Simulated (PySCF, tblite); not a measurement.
# C5H8Cl2Si: geometry, infrared bands and NMR shifts

What infrared bands and NMR shifts should C5H8Cl2Si (`C[SiH2][C@@H]1C(Cl)=C[C@@H]1Cl`) show?

The runs use tblite 0.8.0 and PySCF 2.14.0, with density-fitted response routines of our own; the level of theory stands in each step. All values are computed, except where a source is named. Atoms count from 0, in the outputs and in this text.

## (1) Starting geometry

16 atoms, charge 0, multiplicity 1; geometry from: force field or distance geometry start.

Bonds of the start (Å): C0–Si1 1.86, Si1–C2 1.90, C2–C3 1.51, C3–Cl4 1.77, C3–C5 1.36, C5–C6 1.51, C6–Cl7 1.81, C6–C2 1.55, C0–H8 1.10, C0–H9 1.08, C0–H10 1.10, Si1–H11 1.48, Si1–H12 1.48, C2–H13 1.11, C5–H14 1.08, C6–H15 1.09.

## (2) Geometry optimisation with GFN2-xTB

What the job is given:

```
{"job": {"kind": "relax", "xc": "GFN2-xTB", "basis": "xTB"}, "charge": 0, "multiplicity": 1}
C      2.057800    -0.227800     0.569400
Si     1.078700     0.468900    -0.850800
C     -0.781700     0.476100    -0.467600
C     -1.147800     0.857500     0.950400
Cl    -0.902000     2.297100     1.954200
C     -1.725200    -0.340900     1.213200
C     -1.533900    -0.848900    -0.200300
Cl    -0.771200    -2.478600    -0.408400
H      1.915700     0.365100     1.480400
H      3.115800    -0.229300     0.347600
H      1.758600    -1.256500     0.797800
H      1.345900    -0.314100    -2.078000
H      1.539300     1.852000    -1.102200
H     -1.287300     1.079300    -1.243900
H     -2.200500    -0.759600     2.093500
H     -2.469700    -0.931200    -0.758200
```

Run with:

```console
OMP_NUM_THREADS=1 python probes_run.py task.json out
```

The driver reads the jobs from task.json and runs them one after another.

**Question.** This job is followed by: GFN2-xTB harmonic vibrations, gas phase; GIAO PBE0/pcSseg-1 NMR shielding, non-relativistic, gas phase. What will the session give for the following? strongest single infrared mode (GFN2-xTB); zero-point energy (GFN2-xTB); 13C shifts against TMS (PBE0/pcSseg-1); 1H shifts against TMS (PBE0/pcSseg-1, means over atoms taken as alike); 29Si shifts against TMS (PBE0/pcSseg-1); 35Cl shifts against HCl (PBE0/pcSseg-1).

The runs gave:

| quantity | value |
| --- | --- |
| strongest single infrared mode (GFN2-xTB) | 2225 cm⁻¹, 365 km/mol |
| zero-point energy (GFN2-xTB) | 69.1 kcal/mol |
| 13C shifts against TMS (PBE0/pcSseg-1) | 151.1, 138.9, 56.6, 49.7, -6.7 ppm |
| 1H shifts against TMS (PBE0/pcSseg-1, means over atoms taken as alike) | 5.90, 4.75, 4.32, 4.19, 3.12, 0.31 ppm |
| 29Si shifts against TMS (PBE0/pcSseg-1) | -47.6 ppm |
| 35Cl shifts against HCl (PBE0/pcSseg-1) | 245, 138 ppm |

In words: Over 62 steps the energy fell by 0.247 eV; of the close pairs, C3–Cl4 changed most, 1.772 to 1.699 Å. All 42 modes are real, so the xTB geometry is a minimum. The strongest single mode, at 2225 cm⁻¹, moves mainly H12. GFN2-xTB is a fitted tight-binding method: band positions and strengths are rough. Its intensities can rank the bands wrongly. H14 (hydrogen on an alkene CH) lies farthest downfield among hydrogen, at 5.90 ppm; olefinic region. At PBE0/pcSseg-1: Shielding is most anisotropic at Cl4 (span 481 ppm, paramagnetic term -441 ppm).
